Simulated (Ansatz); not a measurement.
# CH₃GeNS: a ladder of functionals and wavefunction methods

One table from this session's results is given with a row withheld; the runs are named, their logs left out.

The runs use Ansatz 0.2.0, Gaussian basis; functionals in def2-TZVPP, the program's frozen cores in correlated methods.

The runs, in order: LDA (SPW92), PBE-D4, revPBE-D4, BLYP-D4, r2SCAN-D4, B97M-V, PBE0-D4, B3LYP-D4, r2SCANh-D4, r2SCAN0-D4, HSE06-D4, BHLYP-D4, CAM-B3LYP-D4, LC-ωPBE, ωB97X-V, ωB97M-V, B2PLYP, PBE-QIDH; CCSD(T)/def2-SVP; CCSD(T)/def2-TZVPP; MP2/def2-QZVPP; extrapolation to the limit; RPA on PBE.

### The geometry

An earlier PBE0-D4 in a triple-zeta def2 set relaxation fixed the geometry.

7 atoms, charge 0, spin multiplicity 1.

Atoms are counted from 1 here; the program's logs count them from 0.

Bond lengths: S1–C2 1.608 Å, C2–N3 1.317 Å, C2–Ge4 1.979 Å, N3–Ge4 1.885 Å, N3–H5 1.014 Å, Ge4–H6 1.535 Å, Ge4–H7 1.535 Å. Angles: S1–C2–N3 141.5°, S1–C2–Ge4 152.3°, N3–C2–Ge4 66.3°, C2–N3–Ge4 74.0°, C2–N3–H5 127.0°, Ge4–N3–H5 159.1°, C2–Ge4–N3 39.8°, C2–Ge4–H6 122.7°, C2–Ge4–H7 122.7°, N3–Ge4–H6 111.9°, N3–Ge4–H7 111.9°, H6–Ge4–H7 114.1°.

Set-up of the first run:

File in.yaml:

```yaml
crystal:
  periodic: [false, false, false]
  atoms:
    - {symbol: S, position_ang: [-1.556195, -2.063988, 0.559743]}
    - {symbol: C, position_ang: [-0.556171, -0.851045, 0.223381]}
    - {symbol: N, position_ang: [0.726989, -0.572203, 0.118673]}
    - {symbol: Ge, position_ang: [-0.187316, 1.030018, -0.267375]}
    - {symbol: H, position_ang: [1.503330, -1.208845, 0.261325]}
    - {symbol: H, position_ang: [0.097943, 2.118177, 0.776605]}
    - {symbol: H, position_ang: [0.032721, 1.479987, -1.718052]}
basis:
  gaussian: {orbitals: def2-TZVPP}
hamiltonian: {xc: lda}
output: {orbitals: {seedname: orbitals}}
```

Command:

```sh
$ ansatz run in.yaml --threads 2 --pin off --events-out ev --progress --plain --max-ram 4352MiB
```

Steps of the session up to this table: LDA; PBE-D4 (GGA); revPBE-D4 (GGA); BLYP-D4 (GGA); r2SCAN-D4 (meta-GGA); B97M-V (meta-GGA); PBE0-D4 (hybrid); B3LYP-D4 (hybrid); r2SCANh-D4 (hybrid); r2SCAN0-D4 (hybrid); HSE06-D4 (hybrid); BHLYP-D4 (hybrid); CAM-B3LYP-D4 (range-separated); LC-ωPBE (range-separated); ωB97X-V (range-separated); ωB97M-V (range-separated); B2PLYP (double hybrid); PBE-QIDH (double hybrid).

One of the session's tables, all rows but one given; the rest of the session is left out.

| functional | HOMO (eV) | LUMO (eV) | gap (eV) |
| --- | --- | --- | --- |
| LDA (SPW92) | -5.24 | -2.36 | 2.88 |
| PBE-D4 | -5.08 | -2.20 | 2.88 |
| revPBE-D4 | -5.02 | -2.13 | 2.89 |
| BLYP-D4 | -4.93 | -2.13 | 2.80 |
| r2SCAN-D4 | -5.28 | -2.08 | 3.20 |
| B97M-V | -5.28 | -2.14 | 3.14 |
| PBE0-D4 | -6.06 | -1.47 | 4.59 |
| B3LYP-D4 | -5.87 | -1.71 | 4.16 |
| r2SCANh-D4 | -5.64 | -1.81 | 3.83 |
| r2SCAN0-D4 | -6.20 | -1.40 | 4.80 |
| HSE06-D4 | -5.68 | -1.84 | 3.84 |
| BHLYP-D4 | -6.93 | -0.71 | 6.23 |
| CAM-B3LYP-D4 | ? | ? | ? |
| LC-ωPBE | -8.47 | 0.60 | 9.07 |
| ωB97X-V | -8.16 | 0.48 | 8.64 |
| ωB97M-V | -8.03 | 0.34 | 8.37 |

Q: Estimate the row for CAM-B3LYP-D4 from the others.

**Answer.** HOMO (eV): -7.24; LUMO (eV): -0.53; gap (eV): 6.71. In the column «HOMO (eV)» it lies between ωB97M-V (-8.03) and BHLYP-D4 (-6.93).
